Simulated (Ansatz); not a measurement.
# C3H4OSi: basis-set convergence

How large a basis does C3H4OSi need? Two functionals are run in growing sets.

Method: one geometry, several basis sets; program: Ansatz 0.2.0, Gaussian basis.

Plan: PBE0-D4/def2-SVP; ωB97M-V/def2-SVP; PBE0-D4/def2-QZVPP; ωB97M-V/def2-QZVPP; the functionals' def2-TZVPP values are taken from earlier runs.

### Step 1. The geometry

An earlier PBE0-D4 in a triple-zeta def2 set relaxation fixed the geometry.

SMILES `C=C1[SiH2]C1=O`, 9 atoms, charge 0, spin multiplicity 1.

Atoms are counted from 1 here; the program's logs count them from 0.

Bond lengths: C1–C2 1.330 Å, C1–H6 1.088 Å, C1–H7 1.086 Å, C2–Si3 1.859 Å, C2–C4 1.472 Å, Si3–C4 1.902 Å, Si3–H8 1.485 Å, Si3–H9 1.485 Å, C4–O5 1.196 Å. Angles: C2–C1–H6 120.9°, C2–C1–H7 122.0°, H6–C1–H7 117.0°, C1–C2–Si3 156.6°, C1–C2–C4 134.8°, Si3–C2–C4 68.5°, C2–Si3–C4 46.0°, C2–Si3–H8 118.5°, C2–Si3–H9 118.7°, C4–Si3–H8 122.1°, C4–Si3–H9 122.6°, H8–Si3–H9 112.5°, C2–C4–Si3 65.4°, C2–C4–O5 139.0°, Si3–C4–O5 155.6°.

### Step 2. PBE0-D4 in def2-SVP

in.yaml reads:

```yaml
crystal:
  periodic: [false, false, false]
  atoms:
    - {symbol: C, position_ang: [-1.170892, 1.061365, -0.531643]}
    - {symbol: C, position_ang: [-0.227398, 0.212448, -0.133956]}
    - {symbol: Si, position_ang: [0.635036, -0.961412, 1.021319]}
    - {symbol: C, position_ang: [1.022004, -0.299240, -0.719741]}
    - {symbol: O, position_ang: [1.657080, -0.189640, -1.727103]}
    - {symbol: H, position_ang: [-1.114739, 1.544145, -1.504747]}
    - {symbol: H, position_ang: [-2.026447, 1.305732, 0.091823]}
    - {symbol: H, position_ang: [0.040490, -2.304260, 1.241159]}
    - {symbol: H, position_ang: [1.273363, -0.415339, 2.245791]}
basis:
  gaussian: {orbitals: def2-SVP}
hamiltonian: {xc: pbe0, dispersion: d4}
output: {orbitals: {seedname: orbitals}}
```

Run with:

```sh
$ ansatz run in.yaml --threads 2 --pin off --events-out ev --progress --plain --max-ram 4352MiB
```

The runs that follow: ωB97M-V in def2-SVP; PBE0-D4 in def2-QZVPP; ωB97M-V in def2-QZVPP.

**Question.** What will the summary of the whole plan be? Wanted: PBE0-D4: double and triple zeta above quadruple; ωB97M-V: double and triple zeta above quadruple.

**Answer**, as computed:

| quantity | value |
| --- | --- |
| PBE0-D4: double and triple zeta above quadruple | 9.17, 0.54 eV |
| ωB97M-V: double and triple zeta above quadruple | 9.35, 0.50 eV |

What this shows: For PBE0-D4 the step from double to triple zeta gains 8.63 eV and the next only 0.54 eV. Total energies overstate the basis error of differences, where much of it tends to cancel.
